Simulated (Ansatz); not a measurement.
# Cu: the cost of one run

Method: DFT PBEsol, scalar-relativistic, plane waves, PAW, in Ansatz 0.2.0.

## Step 1: Starting point

Symmetry: Fm-3m, No. 225, cubic system. The conventional cell has a = 3.615 Å, b = 3.615 Å, c = 3.615 Å, α = 90.00°, β = 90.00°, γ = 90.00°. Cu (site symmetry m-3m) has 12 Cu at 2.56 Å as nearest neighbours.

Structure file:

```cif
data_structure
_symmetry_space_group_name_H-M 'Fm-3m'
_symmetry_Int_Tables_number 225
_cell_length_a 3.6150
_cell_length_b 3.6150
_cell_length_c 3.6150
_cell_angle_alpha 90.000
_cell_angle_beta 90.000
_cell_angle_gamma 90.000
_cell_volume 47.24
loop_
_atom_site_label
_atom_site_type_symbol
_atom_site_symmetry_multiplicity
_atom_site_Wyckoff_symbol
_atom_site_fract_x
_atom_site_fract_y
_atom_site_fract_z
_atom_site_occupancy
Cu1 Cu 4 b 0.50000 0.50000 0.50000 1
```

## Step 2: Relaxing cell and atoms: Cu, no spin

The input, input.yaml:

```yaml
crystal:
  lattice:
    - [0.0, 1.8075, 1.8075]
    - [1.8075, 0.0, 1.8075]
    - [1.8075, 1.8075, 0.0]
  atoms:
    - { symbol: Cu, position: [0.003, 0.003, 0.003] }
scf:
  occupations: { method: gaussian, width: 0.1 }
output:
  forces: true
  stress: true
kpoints:
  mp_grid: { grid: [26, 26, 26] }
hamiltonian:
  xc: pbesol
relax:
  f_tol: 0.003
  cell: { stress_tol: 0.03 }
```

Run with:

```console
> ansatz run input.yaml --threads 8 --pin off --max-ram 20480MiB --backend cpu --events-out ev --progress --plain --runs-dir out
```

What time and memory should one allow on 8 threads of Intel Xeon 6975P-C (Granite Rapids), shared host?

About 4.7 s, with a peak of 0.47 GiB.
